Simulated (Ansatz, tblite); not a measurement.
# 2x2x7 NaCl rock-salt block (Na₁₄Cl₁₄): a ladder of methods and basis sets

One table from this session's results is given with a row withheld; the runs are named, their logs left out.

Computed with Ansatz 0.2.0, Gaussian basis. Level: as each input shows.

The runs, in order: GFN1-xTB, GFN2-xTB, PBE-D4/def2-TZVP, r2SCAN-D4/def2-TZVP, HF/def2-TZVP, PBE-D4/def2-SVP, PBE0-D4/def2-SVP, HF/STO-3G, MP2/def2-SVP.

2 further runs of the same task are left out: 2 set aside as unsound or not needed.

### The relaxed structure

The geometry is that of the singlet, from an earlier relaxation (r2SCAN-D4/def2-SVP).

28 atoms, charge 0, spin multiplicity 1.

Bond lengths: Cl1–Na15 2.615 Å, Cl1–Na16 2.626 Å, Cl1–Na19 2.757 Å, Cl1–Na22 2.757 Å, Cl2–Na16 2.631 Å, Cl2–Na17 2.631 Å, Cl2–Na20 2.736 Å, Cl2–Na23 2.736 Å, Cl3–Na17 2.626 Å, Cl3–Na18 2.615 Å, Cl3–Na21 2.757 Å, Cl3–Na24 2.757 Å, Cl4–Na15 2.611 Å, Cl4–Na19 2.651 Å, Cl4–Na25 2.612 Å, Cl5–Na16 2.729 Å, Cl5–Na19 2.656 Å, Cl5–Na20 2.643 Å and more. Angles: Na15–Cl1–Na16 166.3°, Na15–Cl1–Na19 83.0°, Na15–Cl1–Na22 83.0°, Na16–Cl1–Na19 86.7°, Na16–Cl1–Na22 86.7°, Na19–Cl1–Na22 82.8°, Na16–Cl2–Na17 169.8°, Na16–Cl2–Na20 86.2°, Na16–Cl2–Na23 86.2°, Na17–Cl2–Na20 86.2°, Na17–Cl2–Na23 86.2°, Na20–Cl2–Na23 83.5°, Na17–Cl3–Na18 166.3°, Na17–Cl3–Na21 86.7°, Na17–Cl3–Na24 86.7°, Na18–Cl3–Na21 83.0°, Na18–Cl3–Na24 83.0°, Na21–Cl3–Na24 82.8° and more.

PBE0-D4/def2-TZVP was run before; its log isn't repeated, and its numbers join the tables.

Set-up of the first run:

Tight binding, by tblite at 300 K electronic temperature and without a spin-polarisation term:

```python
tblite.interface.Calculator('GFN1-xTB', numbers, positions, charge=0, uhf=0).singlepoint()
```

Tight binding, by tblite at 300 K electronic temperature and without a spin-polarisation term:

```python
tblite.interface.Calculator('GFN2-xTB', numbers, positions, charge=0, uhf=0).singlepoint()
```

start.molden holds the orbitals of an earlier run on this state, given as this run's starting guess.

in.yaml reads:

```yaml
crystal:
  periodic: [false, false, false]
  atoms:
    - {symbol: Cl, position_ang: [-1.464153, -1.461732, -5.232810]}
    - {symbol: Cl, position_ang: [-1.444736, -1.442953, 0.000689]}
    - {symbol: Cl, position_ang: [-1.459908, -1.461169, 5.234253]}
    - {symbol: Cl, position_ang: [-1.400806, 1.398409, -7.925505]}
    - {symbol: Cl, position_ang: [-1.446635, 1.446237, -2.632761]}
    - {symbol: Cl, position_ang: [-1.445084, 1.446676, 2.633471]}
    - {symbol: Cl, position_ang: [-1.395417, 1.399690, 7.926211]}
    - {symbol: Cl, position_ang: [1.396038, -1.401232, -7.925397]}
    - {symbol: Cl, position_ang: [1.444142, -1.446314, -2.633064]}
    - {symbol: Cl, position_ang: [1.446225, -1.445430, 2.632307]}
    - {symbol: Cl, position_ang: [1.402532, -1.398913, 7.924744]}
    - {symbol: Cl, position_ang: [1.460581, 1.460629, -5.234195]}
    - {symbol: Cl, position_ang: [1.443444, 1.444011, -0.000710]}
    - {symbol: Cl, position_ang: [1.463814, 1.462055, 5.232744]}
    - {symbol: Na, position_ang: [-1.205960, -1.203710, -7.822414]}
    - {symbol: Na, position_ang: [-1.279766, -1.277665, -2.620154]}
    - {symbol: Na, position_ang: [-1.277789, -1.277135, 2.621400]}
    - {symbol: Na, position_ang: [-1.199668, -1.202333, 7.823609]}
    - {symbol: Na, position_ang: [-1.290187, 1.288973, -5.279537]}
    - {symbol: Na, position_ang: [-1.288475, 1.289024, 0.000315]}
    - {symbol: Na, position_ang: [-1.286871, 1.289699, 5.280182]}
    - {symbol: Na, position_ang: [1.286669, -1.290187, -5.279595]}
    - {symbol: Na, position_ang: [1.287198, -1.288025, -0.000341]}
    - {symbol: Na, position_ang: [1.290845, -1.288745, 5.278967]}
    - {symbol: Na, position_ang: [1.201239, 1.200933, -7.823521]}
    - {symbol: Na, position_ang: [1.277265, 1.277600, -2.621381]}
    - {symbol: Na, position_ang: [1.278830, 1.278469, 2.620121]}
    - {symbol: Na, position_ang: [1.206632, 1.203157, 7.822363]}
basis:
  gaussian: {orbitals: def2-TZVP, fitting: {mean_field: def2-universal-jkfit}, initial_orbitals: start.molden}
hamiltonian: {xc: pbe, dispersion: d4}
scf: {omitted_lower_state_checks: [starts]}
output: {forces: true, orbitals: {seedname: orbitals}}
```

Started as:

```
ansatz run in.yaml --threads 4 --pin off --events-out ev --progress --plain --max-ram 46080MiB --backend cuda --devices 0, --max-vram 37GiB
```

Among the steps run: PBE-D4/def2-TZVP; r2SCAN-D4/def2-TZVP; HF/def2-TZVP; PBE-D4/def2-SVP; PBE0-D4/def2-SVP; HF/STO-3G; MP2/def2-SVP.

One of the session's tables, all rows but one given; the rest of the session is left out.

```
              level  HOMO (eV)  LUMO (eV)  gap (eV)
          HF/STO-3G      -7.66      12.38     20.04
       HF/def2-TZVP          ?          ?         ?
    PBE-D4/def2-SVP      -6.40      -1.38      5.01
   PBE-D4/def2-TZVP      -6.56      -1.45      5.10
r2SCAN-D4/def2-TZVP      -6.88      -0.84      6.03
   PBE0-D4/def2-SVP      -7.78      -0.76      7.01
  PBE0-D4/def2-TZVP      -7.91      -0.85      7.06
```

Estimate the missing values for HF/def2-TZVP.

**Answer.** HOMO (eV): -11.11; LUMO (eV): 0.61; gap (eV): 11.73. In the column «HOMO (eV)» it is the lowest.
